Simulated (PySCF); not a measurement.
# BBr₃: electronic structure in real space, part 1 of 3

For BBr₃, the scripts below localise its valence orbitals, measure its response to a uniform field, compute its lowest excited states and analyse its density (charges, bond critical points, surface potential).

Method: levels as typed in each script, gas phase, geometry from GFN2-xTB; program: PySCF 2.14.0.

1 further run of the same task is left out (it didn't finish).

## Step 1: The starting structure

SMILES `BrB(Br)Br`, 4 atoms, charge 0, spin multiplicity 1.

Bond lengths: Br1–B2 1.878 Å, B2–Br3 1.878 Å, B2–Br4 1.878 Å. Angles: Br1–B2–Br3 120.0°, Br1–B2–Br4 120.0°, Br3–B2–Br4 120.0°.

Geometry (Å):

```xyz
4
charge 0, multiplicity 1
Br    1.8565   -0.2859    0.0000
B     0.0000    0.0000    0.0000
Br   -1.1758   -1.4648    0.0000
Br   -0.6807    1.7507    0.0000
```

## Step 2: Localised orbitals (wB97X/def2-tzvp)

input.py reads:

```python
import numpy as np
from pyscf import gto, scf, dft, lo
from pyscf.data.elements import chemcore

def solve(mol, dm0=None, hcore=None):
    mf = (dft.UKS if mol.spin else dft.RKS)(mol, xc='wb97x')
    mf.grids.level = 3
    mf = mf.density_fit(auxbasis='def2-universal-jkfit')
    mf.conv_tol, mf.max_cycle = 1e-8, 80
    if hcore is not None:
        mf.get_hcore = lambda *args: hcore
    mf.kernel(dm0)
    if not mf.converged:
        mf = mf.newton().run(mf.mo_coeff, mf.mo_occ, max_cycle=30)
    assert mf.converged, 'SCF not converged'
    return mf

mol = gto.M(atom='''
Br     1.85648    -0.28586     0.00000
B      0.00004     0.00000     0.00000
Br    -1.17580    -1.46483     0.00000
Br    -0.68068     1.75069     0.00000
''', basis='def2-tzvp', charge=0, spin=0, verbose=4)
mf = solve(mol)
occ_all = mf.mo_coeff[:, mf.mo_occ > 0]
occ = occ_all[:, chemcore(mol):]
loc = lo.ibo.ibo(mol, occ, iaos=lo.iao.iao(mol, occ_all))
fock, s = mf.get_fock(), mf.get_ovlp()
ortho = lo.orth_ao(mol, 'meta_lowdin')
ortho = lo.vec_lowdin(lo.iao.iao(mol, occ_all), s)
labels = lo.iao.reference_mol(mol).ao_labels(fmt=None)
vir = lo.vvo.livvo(mol, occ_all, mf.mo_coeff[:, mf.mo_occ == 0])
both = np.hstack([loc, vir])
p = (ortho.T @ s @ both) ** 2
pop = np.array([p[[l[0] == a for l in labels]].sum(0) for a in range(mol.natm)])
spd = np.array([[p[[l[0] == a and l[2][-1] == k for l in labels]].sum(0) for k in 'spd'] for a in range(mol.natm)])
eps = np.einsum('pi,pq,qi->i', both, fock, both)
for i in np.argsort(eps):
    top = np.argsort(-pop[:, i])[:3]
    print('%3d %s %9.4f Eh ' % (i + 1, 'occ' if i < loc.shape[1] else 'vir', eps[i]), '  '.join('%s%d %.3f' % (mol.atom_symbol(a), a + 1, pop[a, i]) for a in top))
np.savez('result.npz', c=both, nocc=loc.shape[1], pop=pop, spd=spd, eps=eps, e=mf.e_tot)
```

On the command line:

```sh
OMP_NUM_THREADS=1 python input.py
```

The program printed:

```text
[ENV] PYSCF_TMPDIR <dir>
[ENV] PYSCF_MAX_MEMORY 1650
[INPUT] verbose = 4
[INPUT] num. atoms = 4
[INPUT] num. electrons = 110
[INPUT] charge = 0
[INPUT] spin (= nelec alpha-beta = 2S) = 0
[INPUT] symmetry False subgroup None
[INPUT] Mole.unit = angstrom
[INPUT] Symbol           X                Y                Z      unit          X                Y                Z       unit  Magmom
[INPUT]  1 Br     1.856480000000  -0.285860000000   0.000000000000 AA    3.508238755733  -0.540197109968   0.000000000000 Bohr   0.0
[INPUT]  2 B      0.000040000000   0.000000000000   0.000000000000 AA    0.000075589045   0.000000000000   0.000000000000 Bohr   0.0
[INPUT]  3 Br    -1.175800000000  -1.464830000000   0.000000000000 AA   -2.221939977264  -2.768127519047   0.000000000000 Bohr   0.0
[INPUT]  4 Br    -0.680680000000   1.750690000000   0.000000000000 AA   -1.286298778469   3.308324629015   0.000000000000 Bohr   0.0

nuclear repulsion = 745.653851080724
number of shells = 59
number of NR pGTOs = 355
number of NR cGTOs = 175
basis = def2-tzvp
ecp = {}

******** <class 'pyscf.df.df_jk.DFRKS'> ********
method = DFRKS
initial guess = minao
damping factor = 0
level_shift factor = 0
DIIS = <class 'pyscf.scf.diis.CDIIS'>
diis_start_cycle = 1
diis_space = 8
diis_damp = 0
SCF conv_tol = 1e-08
SCF conv_tol_grad = None
SCF max_cycles = 80
direct_scf = False
XC library pyscf.dft.libxc version 7.0.0
    S. Lehtola, C. Steigemann, M. J.T. Oliveira, and M. A.L. Marques.,  SoftwareX 7, 1–5 (2018)
XC functionals = wb97x
    J.-D. Chai and M. Head-Gordon.,  J. Chem. Phys. 128, 084106 (2008)
radial grids:
    Treutler-Ahlrichs [JCP 102, 346 (1995); DOI:10.1063/1.469408] (M4) radial grids

becke partition: Becke, JCP 88, 2547 (1988); DOI:10.1063/1.454033
pruning grids: <function nwchem_prune at 0x7edd58393600>
grids dens level: 3
symmetrized grids: False
atomic radii adjust function: <function treutler_atomic_radii_adjust at 0x7edd58393ba0>
small_rho_cutoff = 0
Set gradient conv threshold to 0.0001
Initial guess from minao.
tot grids = 75320
******** <class 'pyscf.df.df.DF'> ********
auxbasis = def2-universal-jkfit
******** <class 'pyscf.df.df.DF'> ********
auxbasis = auxmol.basis = def2-universal-jkfit
init E= -7744.94775215172
  HOMO = -0.347703954667246  LUMO = -0.0248081359366612  gap/eV = 8.78644
cycle= 1 E= -7747.4333588639  delta_E= -2.49  |g|= 0.601  |ddm|= 2.09
  HOMO = -0.408041581870782  LUMO = -0.0813189973177977  gap/eV = 8.89057
cycle= 2 E= -7747.44619242346  delta_E= -0.0128  |g|= 0.522  |ddm|= 0.811
  HOMO = -0.387069010830254  LUMO = 0.00970018850367715  gap/eV = 10.79664
cycle= 3 E= -7747.50685948805  delta_E= -0.0607  |g|= 0.0808  |ddm|= 0.369
  HOMO = -0.388459279043238  LUMO = 0.00217922904686496  gap/eV = 10.62982
cycle= 4 E= -7747.50803502968  delta_E= -0.00118  |g|= 0.021  |ddm|= 0.057
  HOMO = -0.389252470201672  LUMO = 0.00515271790261806  gap/eV = 10.73231
cycle= 5 E= -7747.50817320201  delta_E= -0.000138  |g|= 0.00289  |ddm|= 0.0261
  HOMO = -0.388932997395081  LUMO = 0.00508203000770457  gap/eV = 10.72170
cycle= 6 E= -7747.5081777066  delta_E= -4.5e-06  |g|= 0.000626  |ddm|= 0.00509
  HOMO = -0.389045938444694  LUMO = 0.00499040555176933  gap/eV = 10.72228
cycle= 7 E= -7747.50817789015  delta_E= -1.84e-07  |g|= 0.000105  |ddm|= 0.00102
  HOMO = -0.389039408220372  LUMO = 0.00500978374512506  gap/eV = 10.72262
cycle= 8 E= -7747.5081778992  delta_E= -9.04e-09  |g|= 1.75e-05  |ddm|= 0.000218
  HOMO = -0.389040999412472  LUMO = 0.00500968808228741  gap/eV = 10.72267
Extra cycle  E= -7747.50817789941  delta_E= -2.13e-10  |g|= 6.05e-06  |ddm|= 3.5e-05
converged SCF energy = -7747.50817789941
 Iterative localization: IB/P4/2x2, 10 iter; Final gradient 4.59e-09
 Iterative localization: IB/P4/2x2, 6 iter; Final gradient 4.30e-10
  1 occ   -2.7621 Eh  Br3 1.000  B2 0.000  Br1 0.000
  2 occ   -2.7621 Eh  Br1 1.000  B2 0.000  Br4 0.000
  3 occ   -2.7621 Eh  Br4 1.000  B2 0.000  Br1 0.000
  6 occ   -2.7615 Eh  Br3 1.000  Br4 0.000  Br1 0.000
  4 occ   -2.7613 Eh  Br4 1.000  Br3 0.000  Br1 0.000
  5 occ   -2.7613 Eh  Br1 1.000  Br3 0.000  Br4 0.000
 14 occ   -2.7580 Eh  Br4 1.000  Br1 0.000  Br3 0.000
 11 occ   -2.7579 Eh  Br1 1.000  Br4 0.000  Br3 0.000
 15 occ   -2.7578 Eh  Br3 1.000  Br1 0.000  Br4 0.000
 13 occ   -2.7575 Eh  Br1 1.000  Br4 0.000  Br3 0.000
 10 occ   -2.7574 Eh  Br3 1.000  Br4 0.000  Br1 0.000
 12 occ   -2.7574 Eh  Br4 1.000  Br1 0.000  Br3 0.000
  7 occ   -2.7568 Eh  Br1 1.000  Br3 0.000  Br4 0.000
  8 occ   -2.7568 Eh  Br4 1.000  Br3 0.000  Br1 0.000
  9 occ   -2.7568 Eh  Br3 1.000  Br4 0.000  Br1 0.000
 16 occ   -0.7609 Eh  Br4 0.998  B2 0.001  Br1 0.000
 18 occ   -0.7609 Eh  Br3 0.998  B2 0.001  Br1 0.000
 17 occ   -0.7609 Eh  Br1 0.998  B2 0.001  Br4 0.000
 20 occ   -0.7288 Eh  Br1 0.598  B2 0.401  Br4 0.000
 19 occ   -0.7288 Eh  Br4 0.598  B2 0.401  Br1 0.000
 21 occ   -0.7288 Eh  Br3 0.598  B2 0.401  Br1 0.000
 25 occ   -0.4421 Eh  Br1 0.907  B2 0.088  Br4 0.002
 22 occ   -0.4421 Eh  Br4 0.907  B2 0.088  Br1 0.002
 26 occ   -0.4421 Eh  Br3 0.907  B2 0.088  Br1 0.002
 24 occ   -0.4302 Eh  Br1 0.971  B2 0.020  Br3 0.005
 27 occ   -0.4302 Eh  Br4 0.971  B2 0.020  Br1 0.005
 23 occ   -0.4302 Eh  Br3 0.971  B2 0.020  Br4 0.005
 28 vir    0.0344 Eh  B2 0.734  Br1 0.089  Br4 0.089
 30 vir    0.2291 Eh  B2 0.574  Br4 0.394  Br1 0.016
 29 vir    0.2291 Eh  B2 0.574  Br3 0.394  Br1 0.016
 31 vir    0.2291 Eh  B2 0.574  Br1 0.394  Br4 0.016
```

It took 7.8 s on 1 thread of AMD EPYC 9R45 (Zen 5), shared host; peak memory 0.71 GiB.

## Step 3: What the saved matrices give

Intrinsic bond orbitals (IBO), occupied:

- lone pair on Br4 (s-type) (Br4 100 %; −20.7 eV)
- lone pair on Br3 (s-type) (Br3 100 %; −20.7 eV)
- lone pair on Br1 (s-type) (Br1 100 %; −20.7 eV)
- σ bond Br1–B2 (Br1 60 %, B2 40 %; −19.8 eV)
- σ bond Br4–B2 (Br4 60 %, B2 40 %; −19.8 eV)
- σ bond Br3–B2 (Br3 60 %, B2 40 %; −19.8 eV)
- lone pair on Br1 (p-type) (Br1 91 %, B2 9 %; −12.0 eV)
- lone pair on Br4 (p-type) (Br4 91 %, B2 9 %; −12.0 eV)
- lone pair on Br3 (p-type) (Br3 91 %, B2 9 %; −12.0 eV)
- lone pair on Br1 (p-type) (Br1 97 %; −11.7 eV)
- lone pair on Br4 (p-type) (Br4 97 %; −11.7 eV)
- lone pair on Br3 (p-type) (Br3 97 %; −11.7 eV)

## Step 4: Response to an electric field (B3LYP/def2-svpd)

input.py reads:

```python
import numpy as np
from pyscf import gto, scf, dft
from pyscf.scf import atom_ks, atom_hf
from scipy.linalg import block_diag

def solve(mol, dm0=None, hcore=None):
    mf = (dft.UKS if mol.spin else dft.RKS)(mol, xc='b3lyp')
    mf.grids.level = 3
    mf = mf.density_fit(auxbasis='def2-universal-jkfit')
    mf.conv_tol, mf.max_cycle = 1e-8, 80
    if hcore is not None:
        mf.get_hcore = lambda *args: hcore
    mf.kernel(dm0)
    if not mf.converged:
        mf = mf.newton().run(mf.mo_coeff, mf.mo_occ, max_cycle=30)
    assert mf.converged, 'SCF not converged'
    return mf

mol = gto.M(atom='''
Br     1.85648    -0.28586     0.00000
B      0.00004     0.00000     0.00000
Br    -1.17580    -1.46483     0.00000
Br    -0.68068     1.75069     0.00000
''', basis='def2-svpd', charge=0, spin=0, verbose=4)
field = np.array([-0.0, -0.0, -0.008])  # atomic units
mol.set_common_orig(mol.atom_charges() @ mol.atom_coords() / mol.atom_charges().sum())
mf = solve(mol)
out = dict(dm0=mf.make_rdm1(), d0=mf.dip_moment(unit='AU'), e0=mf.e_tot)
for name, sign in (('p', 1), ('m', -1)):
    h = mf.get_hcore() + sign * np.einsum('x,xij->ij', field, mol.intor('int1e_r'))
    mi = solve(mol, mf.make_rdm1(), h)
    out.update({'dm' + name: mi.make_rdm1(), 'd' + name: mi.dip_moment(unit='AU'), 'e' + name: mi.e_tot})
# spherically averaged free atoms, for the promolecule
atm = atom_ks.get_atm_nrks(mol, xc='b3lyp')
pro = block_diag(*[(atm[a[0]][2] * atm[a[0]][3]) @ atm[a[0]][2].T for a in mol._atom])
np.savez('result.npz', pro=pro, **out)
```

On the command line:

```sh
OMP_NUM_THREADS=1 python input.py
```

The program printed:

```text
[ENV] PYSCF_TMPDIR <dir>
[ENV] PYSCF_MAX_MEMORY 1650
[INPUT] verbose = 4
[INPUT] num. atoms = 4
[INPUT] num. electrons = 110
[INPUT] charge = 0
[INPUT] spin (= nelec alpha-beta = 2S) = 0
[INPUT] symmetry False subgroup None
[INPUT] Mole.unit = angstrom
[INPUT] Symbol           X                Y                Z      unit          X                Y                Z       unit  Magmom
[INPUT]  1 Br     1.856480000000  -0.285860000000   0.000000000000 AA    3.508238755733  -0.540197109968   0.000000000000 Bohr   0.0
[INPUT]  2 B      0.000040000000   0.000000000000   0.000000000000 AA    0.000075589045   0.000000000000   0.000000000000 Bohr   0.0
[INPUT]  3 Br    -1.175800000000  -1.464830000000   0.000000000000 AA   -2.221939977264  -2.768127519047   0.000000000000 Bohr   0.0
[INPUT]  4 Br    -0.680680000000   1.750690000000   0.000000000000 AA   -1.286298778469   3.308324629015   0.000000000000 Bohr   0.0

nuclear repulsion = 745.653851080724
number of shells = 53
number of NR pGTOs = 279
number of NR cGTOs = 143
basis = def2-svpd
ecp = {}

******** <class 'pyscf.df.df_jk.DFRKS'> ********
method = DFRKS
initial guess = minao
damping factor = 0
level_shift factor = 0
DIIS = <class 'pyscf.scf.diis.CDIIS'>
diis_start_cycle = 1
diis_space = 8
diis_damp = 0
SCF conv_tol = 1e-08
SCF conv_tol_grad = None
SCF max_cycles = 80
direct_scf = False
XC library pyscf.dft.libxc version 7.0.0
    S. Lehtola, C. Steigemann, M. J.T. Oliveira, and M. A.L. Marques.,  SoftwareX 7, 1–5 (2018)
XC functionals = b3lyp
    P. J. Stephens, F. J. Devlin, C. F. Chabalowski, and M. J. Frisch.,  J. Phys. Chem. 98, 11623 (1994)
radial grids:
    Treutler-Ahlrichs [JCP 102, 346 (1995); DOI:10.1063/1.469408] (M4) radial grids

becke partition: Becke, JCP 88, 2547 (1988); DOI:10.1063/1.454033
pruning grids: <function nwchem_prune at 0x71ff0db93600>
grids dens level: 3
symmetrized grids: False
atomic radii adjust function: <function treutler_atomic_radii_adjust at 0x71ff0db93ba0>
small_rho_cutoff = 0
Set gradient conv threshold to 0.0001
Initial guess from minao.
tot grids = 75320
******** <class 'pyscf.df.df.DF'> ********
auxbasis = def2-universal-jkfit
init E= -7743.87111794435
  HOMO = -0.30570724717963  LUMO = -0.0950700141844991  gap/eV = 5.73173
cycle= 1 E= -7746.5395912877  delta_E= -2.67  |g|= 0.297  |ddm|=  2.9
  HOMO = -0.293899241156655  LUMO = -0.118385358597221  gap/eV = 4.77598
cycle= 2 E= -7746.51373719777  delta_E= 0.0259  |g|= 0.389  |ddm|= 0.706
  HOMO = -0.29054943866947  LUMO = -0.0749356765313012  gap/eV = 5.86715
cycle= 3 E= -7746.55494521141  delta_E= -0.0412  |g|= 0.107  |ddm|= 0.518
  HOMO = -0.293821651573899  LUMO = -0.0841824457866065  gap/eV = 5.70457
cycle= 4 E= -7746.55758874741  delta_E= -0.00264  |g|= 0.00536  |ddm|= 0.104
  HOMO = -0.294706742262823  LUMO = -0.0844028218559956  gap/eV = 5.72266
cycle= 5 E= -7746.55759362612  delta_E= -4.88e-06  |g|= 0.00205  |ddm|= 0.0106
  HOMO = -0.294382157506578  LUMO = -0.0841470483952436  gap/eV = 5.72079
cycle= 6 E= -7746.55759451267  delta_E= -8.87e-07  |g|= 0.000152  |ddm|= 0.00324
  HOMO = -0.294376275936174  LUMO = -0.0841280179837933  gap/eV = 5.72115
cycle= 7 E= -7746.5575945188  delta_E= -6.13e-09  |g|= 2.45e-05  |ddm|= 0.000237
  HOMO = -0.294381614455332  LUMO = -0.0841378533621953  gap/eV = 5.72102
Extra cycle  E= -7746.55759451884  delta_E= -4.18e-11  |g|= 2.3e-05  |ddm|= 7.65e-05
converged SCF energy = -7746.55759451884
Dipole moment(X, Y, Z, A.U.):  0.00014, -0.00001,  0.00000

******** <class 'pyscf.df.df_jk.DFRKS'> ********
method = DFRKS
initial guess = minao
damping factor = 0
level_shift factor = 0
DIIS = <class 'pyscf.scf.diis.CDIIS'>
diis_start_cycle = 1
diis_space = 8
diis_damp = 0
SCF conv_tol = 1e-08
SCF conv_tol_grad = None
SCF max_cycles = 80
direct_scf = False
XC library pyscf.dft.libxc version 7.0.0
    S. Lehtola, C. Steigemann, M. J.T. Oliveira, and M. A.L. Marques.,  SoftwareX 7, 1–5 (2018)
XC functionals = b3lyp
    P. J. Stephens, F. J. Devlin, C. F. Chabalowski, and M. J. Frisch.,  J. Phys. Chem. 98, 11623 (1994)
radial grids:
    Treutler-Ahlrichs [JCP 102, 346 (1995); DOI:10.1063/1.469408] (M4) radial grids

becke partition: Becke, JCP 88, 2547 (1988); DOI:10.1063/1.454033
pruning grids: <function nwchem_prune at 0x71ff0db93600>
grids dens level: 3
symmetrized grids: False
atomic radii adjust function: <function treutler_atomic_radii_adjust at 0x71ff0db93ba0>
small_rho_cutoff = 0
Overwritten attributes  get_hcore  of <class 'pyscf.df.df_jk.DFRKS'>
Set gradient conv threshold to 0.0001
tot grids = 75320
******** <class 'pyscf.df.df.DF'> ********
auxbasis = def2-universal-jkfit
init E= -7746.55759451884
  HOMO = -0.29448891178787  LUMO = -0.0845381775139771  gap/eV = 5.71305
cycle= 1 E= -7746.5581951151  delta_E= -0.000601  |g|= 0.0593  |ddm|= 0.151
  HOMO = -0.295057181745189  LUMO = -0.0850567846613357  gap/eV = 5.71440
cycle= 2 E= -7746.55807840227  delta_E= 0.000117  |g|= 0.0632  |ddm|= 0.151
  HOMO = -0.294689052564507  LUMO = -0.0846235508455391  gap/eV = 5.71617
cycle= 3 E= -7746.5594007934  delta_E= -0.00132  |g|= 0.00071  |ddm|= 0.0706
  HOMO = -0.294723853340642  LUMO = -0.0847197171477436  gap/eV = 5.71450
cycle= 4 E= -7746.55940085185  delta_E= -5.84e-08  |g|= 0.000545  |ddm|= 0.00126
  HOMO = -0.294706605130055  LUMO = -0.0846512629083027  gap/eV = 5.71590
cycle= 5 E= -7746.55940093394  delta_E= -8.21e-08  |g|= 0.000158  |ddm|= 0.000718
  HOMO = -0.294706368488677  LUMO = -0.0846637730703117  gap/eV = 5.71555
cycle= 6 E= -7746.55940093999  delta_E= -6.04e-09  |g|= 2.1e-05  |ddm|= 0.000183
  HOMO = -0.294709075352989  LUMO = -0.0846643490525372  gap/eV = 5.71561
Extra cycle  E= -7746.55940093996  delta_E= 3.27e-11  |g|= 2.1e-05  |ddm|= 5.26e-05
converged SCF energy = -7746.55940093996
Dipole moment(X, Y, Z, A.U.):  0.00014, -0.00001, -0.45192

******** <class 'pyscf.df.df_jk.DFRKS'> ********
method = DFRKS
initial guess = minao
damping factor = 0
level_shift factor = 0
DIIS = <class 'pyscf.scf.diis.CDIIS'>
diis_start_cycle = 1
diis_space = 8
diis_damp = 0
SCF conv_tol = 1e-08
SCF conv_tol_grad = None
SCF max_cycles = 80
direct_scf = False
XC library pyscf.dft.libxc version 7.0.0
    S. Lehtola, C. Steigemann, M. J.T. Oliveira, and M. A.L. Marques.,  SoftwareX 7, 1–5 (2018)
XC functionals = b3lyp
    P. J. Stephens, F. J. Devlin, C. F. Chabalowski, and M. J. Frisch.,  J. Phys. Chem. 98, 11623 (1994)
radial grids:
    Treutler-Ahlrichs [JCP 102, 346 (1995); DOI:10.1063/1.469408] (M4) radial grids

becke partition: Becke, JCP 88, 2547 (1988); DOI:10.1063/1.454033
pruning grids: <function nwchem_prune at 0x71ff0db93600>
grids dens level: 3
symmetrized grids: False
atomic radii adjust function: <function treutler_atomic_radii_adjust at 0x71ff0db93ba0>
small_rho_cutoff = 0
Set gradient conv threshold to 0.0001
tot grids = 75320
******** <class 'pyscf.df.df.DF'> ********
auxbasis = def2-universal-jkfit
init E= -7746.55759451884
  HOMO = -0.294488911787867  LUMO = -0.0845381775139775  gap/eV = 5.71305
cycle= 1 E= -7746.55819511511  delta_E= -0.000601  |g|= 0.0593  |ddm|= 0.151
  HOMO = -0.295057181745192  LUMO = -0.085056784661341  gap/eV = 5.71440
cycle= 2 E= -7746.55807840228  delta_E= 0.000117  |g|= 0.0632  |ddm|= 0.151
  HOMO = -0.2946890525645  LUMO = -0.0846235508455475  gap/eV = 5.71617
cycle= 3 E= -7746.55940079339  delta_E= -0.00132  |g|= 0.00071  |ddm|= 0.0706
  HOMO = -0.294723853340645  LUMO = -0.0847197171477392  gap/eV = 5.71450
cycle= 4 E= -7746.55940085185  delta_E= -5.85e-08  |g|= 0.000545  |ddm|= 0.00126
  HOMO = -0.29470660513006  LUMO = -0.0846512629083009  gap/eV = 5.71590
cycle= 5 E= -7746.55940093394  delta_E= -8.21e-08  |g|= 0.000158  |ddm|= 0.000718
  HOMO = -0.294706368488674  LUMO = -0.0846637730703086  gap/eV = 5.71555
cycle= 6 E= -7746.55940093998  delta_E= -6.05e-09  |g|= 2.1e-05  |ddm|= 0.000183
  HOMO = -0.294709075352992  LUMO = -0.0846643490525403  gap/eV = 5.71561
Extra cycle  E= -7746.55940093996  delta_E= 2.55e-11  |g|= 2.1e-05  |ddm|= 5.26e-05
converged SCF energy = -7746.55940093996
Dipole moment(X, Y, Z, A.U.):  0.00014, -0.00001,  0.45192
Spherically averaged atomic KS for {'B', 'Br'}

******** <class 'pyscf.scf.atom_ks.AtomSphAverageRKS'> ********
method = AtomSphAverageRKS
initial guess = vsap
damping factor = 0
level_shift factor = 0
diis_start_cycle = 1
diis_space = 12
SCF conv_tol = 1e-09
SCF conv_tol_grad = None
SCF max_cycles = 50
direct_scf = True
direct_scf_tol = 1e-13
XC library pyscf.dft.libxc version 7.0.0
    S. Lehtola, C. Steigemann, M. J.T. Oliveira, and M. A.L. Marques.,  SoftwareX 7, 1–5 (2018)
XC functionals = b3lyp
    P. J. Stephens, F. J. Devlin, C. F. Chabalowski, and M. J. Frisch.,  J. Phys. Chem. 98, 11623 (1994)
radial grids:
    Treutler-Ahlrichs [JCP 102, 346 (1995); DOI:10.1063/1.469408] (M4) radial grids

becke partition: Becke, JCP 88, 2547 (1988); DOI:10.1063/1.454033
pruning grids: <function nwchem_prune at 0x71ff0db93600>
grids dens level: 3
symmetrized grids: False
atomic radii adjust function: <function treutler_atomic_radii_adjust at 0x71ff0db93ba0>
User specified grid scheme (100, 434)
small_rho_cutoff = 0
Set gradient conv threshold to 3.16228e-05
tot grids = 22928
init E= -1828.12957372883
cycle= 1 E= -1828.13356248839  delta_E= -0.00399  |g|=    0  |ddm|= 0.289
cycle= 2 E= -1828.13521891271  delta_E= -0.00166  |g|=    0  |ddm|= 0.325
cycle= 3 E= -1828.13983929322  delta_E= -0.00462  |g|=    0  |ddm|= 0.173
cycle= 4 E= -1828.13985074048  delta_E= -1.14e-05  |g|=    0  |ddm|= 0.0335
cycle= 5 E= -1828.13988184771  delta_E= -3.11e-05  |g|=    0  |ddm|= 0.016
cycle= 6 E= -1828.13988191944  delta_E= -7.17e-08  |g|=    0  |ddm|= 0.00219
cycle= 7 E= -1828.13988211848  delta_E= -1.99e-07  |g|=    0  |ddm|= 0.00116
cycle= 8 E= -1828.13988211891  delta_E= -4.25e-10  |g|=    0  |ddm|= 0.000202
Extra cycle  E= -1828.1398821192  delta_E= -2.92e-10  |g|=    0  |ddm|= 0.000167
Atomic HF for atom  Br  converged. SCF energy = -1828.1398821192

******** <class 'pyscf.scf.atom_ks.AtomSphAverageRKS'> ********
method = AtomSphAverageRKS
initial guess = vsap
damping factor = 0
level_shift factor = 0
diis_start_cycle = 1
diis_space = 12
SCF conv_tol = 1e-09
SCF conv_tol_grad = None
SCF max_cycles = 50
direct_scf = True
direct_scf_tol = 1e-13
XC library pyscf.dft.libxc version 7.0.0
    S. Lehtola, C. Steigemann, M. J.T. Oliveira, and M. A.L. Marques.,  SoftwareX 7, 1–5 (2018)
XC functionals = b3lyp
    P. J. Stephens, F. J. Devlin, C. F. Chabalowski, and M. J. Frisch.,  J. Phys. Chem. 98, 11623 (1994)
radial grids:
    Treutler-Ahlrichs [JCP 102, 346 (1995); DOI:10.1063/1.469408] (M4) radial grids

becke partition: Becke, JCP 88, 2547 (1988); DOI:10.1063/1.454033
pruning grids: <function nwchem_prune at 0x71ff0db93600>
grids dens level: 3
symmetrized grids: False
atomic radii adjust function: <function treutler_atomic_radii_adjust at 0x71ff0db93ba0>
User specified grid scheme (100, 434)
small_rho_cutoff = 0
Set gradient conv threshold to 3.16228e-05
tot grids = 24752
init E= 721.065363465204
cycle= 1 E= 721.064341493643  delta_E= -0.00102  |g|=    0  |ddm|= 0.0788
cycle= 2 E= 721.064309112232  delta_E= -3.24e-05  |g|=    0  |ddm|= 0.0307
cycle= 3 E= 721.064303177987  delta_E= -5.93e-06  |g|=    0  |ddm|= 0.0123
cycle= 4 E= 721.064302024428  delta_E= -1.15e-06  |g|=    0  |ddm|= 0.00546
cycle= 5 E= 721.064301800009  delta_E= -2.24e-07  |g|=    0  |ddm|= 0.00241
cycle= 6 E= 721.064301756331  delta_E= -4.37e-08  |g|=    0  |ddm|= 0.00106
cycle= 7 E= 721.064301747832  delta_E= -8.5e-09  |g|=    0  |ddm|= 0.000468
cycle= 8 E= 721.06430174586  delta_E= -1.97e-09  |g|=    0  |ddm|= 0.000115
cycle= 9 E= 721.064301745881  delta_E= 2.11e-11  |g|=    0  |ddm|= 6.05e-05
Extra cycle  E= 721.064301745798  delta_E= -8.24e-11  |g|=    0  |ddm|= 4.61e-05
Atomic HF for atom  B  converged. SCF energy = 721.064301745798
```

Run time: 12 s. Hardware: 1 thread of AMD EPYC 9R45 (Zen 5), shared host; peak memory 0.7 GiB.

The free atoms at the end serve only for the promolecule density; their printed energies are not used.

## Step 5: Post-processing

Change of the density in a field of 0.41 V/Å.

The induced dipole is 1.15 D (along the field); α along this axis, from the fields in both directions, is 56 bohr³ (8.4 Å³).

(Continued in part 2 of 3.)
